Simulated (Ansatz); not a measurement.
# InH₃+ (doublet): wave-function methods side by side at distance In1–H3 = 1.473 Å, def2-SVP

One table from this session's results is given with a row withheld; the runs are named, their logs left out.

Program: Ansatz 0.2.0, Gaussian basis. Level of theory: def2-SVP, core rule «outside noble gas», up to 9 orbitals frozen. These are calculated values, not measurements.

Plan: UHF; CCSD(T) on ROHF; CCSD(T) on UHF; BCCD(T) on ROHF; CISD; CCSDT(Q) on ROHF; CCSDT(Q) on UHF; CASSCF and MRCISD+Q, 3 electrons in 3 orbitals; CASSCF and NEVPT2, 3 electrons in 3 orbitals; Full CI.

39 further runs of the same task are left out: 21 for a known fault of the program, 15 that didn't finish, 3 set aside as unsound or not needed.

### What is computed

The geometry derives from a PBE0/def2-TZVP stationary point (not a proven minimum). One bond is set to the value named and the two fragments are kept rigid. No spin-orbit coupling is included. Elements past krypton take def2 core potentials.

4 atoms, charge 1, spin multiplicity 2.

Atoms are counted from 1 here; the program's logs count them from 0.

Bond lengths: In1–H3 1.473 Å, In1–H4 1.668 Å. Angles: H3–In1–H4 174.7°.

The first run:

Input file in.yaml:

```yaml
crystal:
  periodic: [false, false, false]
  atoms:
    - {symbol: In, position_ang: [0.000000, -0.018916, -0.001115]}
    - {symbol: H, position_ang: [0.000000, 2.332923, -0.070103]}
    - {symbol: H, position_ang: [0.000000, -0.129710, -1.469942]}
    - {symbol: H, position_ang: [0.000000, -0.048462, 1.667007]}
basis:
  gaussian: {orbitals: def2-SVP}
total_charge: 1
magnetization: {spin_polarized: true, initial_magnetization: 1}
hamiltonian: {xc: hf}
output: {orbitals: {seedname: orbitals}}
```

Command:

```bash
> ansatz run in.yaml --threads 1 --pin off --events-out ev --progress --plain --max-ram 2393MiB
```

Among the steps run: UHF; CCSD(T) on ROHF; CCSD(T) on UHF; BCCD(T) on ROHF; CISD; CCSDT(Q) on ROHF; CCSDT(Q) on UHF; CASSCF and MRCISD+Q, 3 electrons in 3 orbitals; CASSCF and NEVPT2, 3 electrons in 3 orbitals; Full CI.

One of the session's tables, all rows but one given; the rest of the session is left out.

| method | from FCI (meV) |
| --- | --- |
| ROHF | +1716.3 |
| UHF | +1707.4 |
| RMP2 | +442.7 |
| UMP2 | +439.4 |
| RCCSD | +23.2 |
| UCCSD | +22.3 |
| RCCSD(T) | +6.6 |
| UCCSD(T) | +5.7 |
| BCCD(T) | +6.2 |
| RCCSDT | -0.2 |
| UCCSDT | -1.0 |
| RCCSDT(Q) | -0.6 |
| UCCSDT(Q) | ? |
| CASSCF pair | +1284.1 |
| NEVPT2 pair | +384.4 |
| MRCISD pair | +27.7 |
| MRCISD+Q pair | -12.5 |
| FCI | 0 |

Q: Estimate the row for UCCSDT(Q) from the others.

**Answer.** from FCI (meV): -1.4. In the column «from FCI (meV)» it lies between MRCISD+Q pair (-12.5) and UCCSDT (-1.0).

Among the levels timed on like hardware and quicker than the yardstick, those that no quicker one beats, quickest first: BCCD(T) (0.84 s, +6.2 meV); UCCSD(T) (1.2 s, +5.7 meV); UCCSDT(Q) (2.9 s, -1.4 meV); RCCSDT(Q) (3.8 s, -0.6 meV).

Not comparable, so not listed: CISD (they don't share determinant, frozen orbitals or solution with the rows shown, or repeat one).

To keep in mind: The yardstick is full CI for this spin, exact in this basis with these frozen cores. MRCISD+Q pair falls below full CI: the +Q correction isn't variational, and the cores differ from full CI's. Of the multireference levels listed MRCISD+Q pair comes nearest in total energy (-12.5 meV), which doesn't show that its space is the better one. Levels on UHF freeze UHF's core orbitals, full CI those of ROHF, so the U rows can settle a little off it for that reason alone. Restricted and unrestricted rows rest on different reference determinants; where their highest levels disagree by more than a few hundredths of an eV, they describe different states and don't form one ladder.
